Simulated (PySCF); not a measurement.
# C3H9Sn ([SnMe3]-): the cost of one run

Programs: PySCF 2.14.0, with routines of our own; each step states its level. All values are computed. Atoms count from 0.

## (1) The system as given

13 atoms, charge -1, multiplicity 1; geometry from: GFN2-xTB.

## (2) Optimising the geometry at PBE0-D3(BJ)/def2-SVP

What the job is given:

```
{"job": {"xc": "PBE0", "basis": "def2-SVP", "d3": "d3bj", "grid": 1, "maxiter": 30, "shake": 0.03, "kind": "geom"}, "charge": -1, "multiplicity": 1}
Sn     0.070380    -0.070380     1.325840
C      1.894140    -0.015880     0.037820
H      2.519590     0.812290     0.274150
H      1.792680     0.094260    -1.026770
H      2.473740    -0.941130     0.141540
C     -0.964760     1.670100     0.050220
H     -0.814830     1.465300    -1.006890
H     -0.467450     2.649200     0.241540
H     -2.026060     1.763570     0.313310
C     -0.964050    -1.659290     0.101270
H     -2.063080    -1.691370     0.231370
H     -0.562570    -2.636680     0.359570
H     -0.857110    -1.492110    -1.020770
```

Started as:

```bash
$ OMP_NUM_THREADS=1 python heavy_run.py task.json out
```

The driver reads the jobs from task.json and runs them one after another.

Q: Estimate the wall time and peak memory of this first job on 1 thread of Arm Neoverse V2, shared host.

About 32 s, with a peak of 0.45 GiB.
